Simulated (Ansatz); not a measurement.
**C7H18AgPS: a ladder of functionals and wavefunction methods**

How much do the methods differ for C7H18AgPS? The plan is to run it at one geometry with functionals of several rungs and with coupled cluster. The yardstick is the atomisation energy at the CCSD(T) limit.

Program: Ansatz 0.2.0, Gaussian basis. Level of theory: functionals in def2-TZVPP, the program's frozen cores in correlated methods. These are calculated values, not measurements.

The runs, in order: LDA (SPW92), PBE-D4, revPBE-D4, BLYP-D4, r2SCAN-D4, B97M-V, PBE0-D4, B3LYP-D4, r2SCANh-D4, r2SCAN0-D4, HSE06-D4, BHLYP-D4, CAM-B3LYP-D4, LC-ωPBE, ωB97X-V, ωB97M-V, B2PLYP, PBE-QIDH; CCSD(T)/def2-SVP; CCSD(T)/def2-TZVPP; MP2/def2-QZVPP; extrapolation to the limit; RPA on PBE.

## Step 1: The geometry

All runs share one geometry, relaxed beforehand with PBE0-D4 in a triple-zeta def2 set. Ag takes the def2 core potential; no spin-orbit term is included.

SMILES `CC[P+](CC)(CC)[Ag-][S]C`, 28 atoms, charge 0, spin multiplicity 1.

Atoms are counted from 1 here; the program's logs count them from 0.

Bond lengths: C1–C2 1.521 Å, C1–H11 1.093 Å, C1–H12 1.092 Å, C1–H13 1.092 Å, C2–P3 1.830 Å, C2–H14 1.094 Å, C2–H15 1.095 Å, P3–C4 1.832 Å, P3–C6 1.830 Å, P3–Ag8 2.350 Å, C4–C5 1.520 Å, C4–H16 1.094 Å, C4–H17 1.094 Å, C5–H18 1.092 Å, C5–H19 1.092 Å, C5–H20 1.092 Å, C6–C7 1.521 Å, C6–H21 1.094 Å and more. Angles: C2–C1–H11 111.1°, C2–C1–H12 110.7°, C2–C1–H13 111.7°, H11–C1–H12 108.0°, H11–C1–H13 107.7°, H12–C1–H13 107.5°, C1–C2–P3 112.7°, C1–C2–H14 110.1°, C1–C2–H15 111.4°, P3–C2–H14 106.2°, P3–C2–H15 109.3°, H14–C2–H15 106.9°, C2–P3–C4 104.9°, C2–P3–C6 103.7°, C2–P3–Ag8 114.0°, C4–P3–C6 104.4°, C4–P3–Ag8 113.8°, C6–P3–Ag8 114.9° and more.

## Step 2: LDA

This LDA is Slater exchange with PW92 correlation.

The input, in.yaml:

```yaml
crystal:
  periodic: [false, false, false]
  atoms:
    - {symbol: C, position_ang: [-1.151053, -0.108282, -2.400649]}
    - {symbol: C, position_ang: [-0.827996, 0.830996, -1.249145]}
    - {symbol: P, position_ang: [-0.427210, -0.061381, 0.297423]}
    - {symbol: C, position_ang: [-1.983097, -0.904407, 0.772962]}
    - {symbol: C, position_ang: [-3.237859, -0.049029, 0.834149]}
    - {symbol: C, position_ang: [-0.238047, 1.275329, 1.532804]}
    - {symbol: C, position_ang: [1.062038, 2.047757, 1.365610]}
    - {symbol: Ag, position_ang: [1.416447, -1.506844, 0.115441]}
    - {symbol: S, position_ang: [3.193272, -2.991481, -0.049430]}
    - {symbol: C, position_ang: [4.587417, -1.976773, -0.633573]}
    - {symbol: H, position_ang: [-0.336373, -0.816450, -2.570020]}
    - {symbol: H, position_ang: [-1.308009, 0.452827, -3.323878]}
    - {symbol: H, position_ang: [-2.058353, -0.685425, -2.208357]}
    - {symbol: H, position_ang: [0.051881, 1.433808, -1.490657]}
    - {symbol: H, position_ang: [-1.650171, 1.528790, -1.061349]}
    - {symbol: H, position_ang: [-1.778505, -1.371668, 1.741282]}
    - {symbol: H, position_ang: [-2.108377, -1.732570, 0.069648]}
    - {symbol: H, position_ang: [-3.476591, 0.390577, -0.136456]}
    - {symbol: H, position_ang: [-4.095073, -0.654625, 1.136472]}
    - {symbol: H, position_ang: [-3.141917, 0.763989, 1.556290]}
    - {symbol: H, position_ang: [-1.100599, 1.946402, 1.477612]}
    - {symbol: H, position_ang: [-0.266332, 0.791512, 2.514124]}
    - {symbol: H, position_ang: [1.104235, 2.565447, 0.404915]}
    - {symbol: H, position_ang: [1.165072, 2.801533, 2.148697]}
    - {symbol: H, position_ang: [1.924455, 1.379692, 1.423049]}
    - {symbol: H, position_ang: [5.455906, -2.631710, -0.726146]}
    - {symbol: H, position_ang: [4.835936, -1.181762, 0.070546]}
    - {symbol: H, position_ang: [4.388891, -1.536291, -1.611354]}
basis:
  gaussian: {orbitals: def2-TZVPP}
hamiltonian: {xc: lda}
output: {orbitals: {seedname: orbitals}}
```

The run is started by

```sh
> ansatz run in.yaml --threads 11 --pin off --events-out ev --progress --plain --max-ram 166912MiB --backend cuda --devices 0, --max-vram 75GiB
```

After this run come: PBE-D4 (GGA); revPBE-D4 (GGA); BLYP-D4 (GGA); r2SCAN-D4 (meta-GGA); B97M-V (meta-GGA); PBE0-D4 (hybrid); B3LYP-D4 (hybrid); r2SCANh-D4 (hybrid); r2SCAN0-D4 (hybrid); HSE06-D4 (hybrid); BHLYP-D4 (hybrid); CAM-B3LYP-D4 (range-separated); LC-ωPBE (range-separated); ωB97X-V (range-separated); ωB97M-V (range-separated); B2PLYP (double hybrid); PBE-QIDH (double hybrid); CCSD(T) in def2-SVP; CCSD(T) in def2-TZVPP; MP2 in def2-QZVPP; RPA on PBE orbitals.

Before running them: what should the planned runs give, taken together? Wanted: atomisation energy, CCSD(T)/CBS; farthest beyond LDA; mean size of error, GGA; mean size of error, meta-GGA; mean size of error, hybrid; mean size of error, range-separated; mean size of error, double hybrid; gap, smallest and largest; T1 diagnostic.

The runs gave:

| quantity | value |
| --- | --- |
| atomisation energy, CCSD(T)/CBS | 10432.1 kJ/mol |
| functionals within 52.2 kJ/mol (0.5 %) | revPBE-D4, r2SCAN-D4, B97M-V, B3LYP-D4, r2SCANh-D4, CAM-B3LYP-D4, LC-ωPBE, ωB97X-V, ωB97M-V, PBE-QIDH |
| farthest beyond LDA | BHLYP-D4 (-229.6 kJ/mol) |
| mean size of error, GGA | 87.0 kJ/mol |
| mean size of error, meta-GGA | 29.9 kJ/mol |
| mean size of error, hybrid | 70.5 kJ/mol |
| mean size of error, range-separated | 38.6 kJ/mol |
| mean size of error, double hybrid | 84.9 kJ/mol |
| gap, smallest and largest | 2.78 eV (LDA (SPW92)), 9.05 eV (LC-ωPBE) |
| T1 diagnostic | 0.0129 |
| triples share of the correlation energy | 3.9 % |

In words: The LDA atomisation energy is off by 1423.0 kJ/mol (14 %): it overbinds. PBE-D4 is off by +182.1 kJ/mol. Double hybrids carry the basis error of their MP2 part in triple zeta, and no dispersion term here, so their miss is partly the set-up's. The rungs meta-GGA, range-separated miss on average by less than the doubt on the reference (52.2 kJ/mol), so they tie. The reference freezes the cores and leaves out spin-orbit coupling and excitations past (T), so misses under about 52.2 kJ/mol can't be ranked. All levels share the lack of spin-orbit coupling, which lowers the free heavy atoms and so the true binding. Hartree-Fock recovers 74 % of the binding; the rest is correlation. CCSD(T) in def2-SVP is off by -491.3 kJ/mol, worse than the median functional, from the basis alone. The gap grows from 2.8 to 9.0 eV across the functionals, mostly with the share of exact exchange. Correlated methods include outer-core shells of Ag, which these sets cover unevenly.
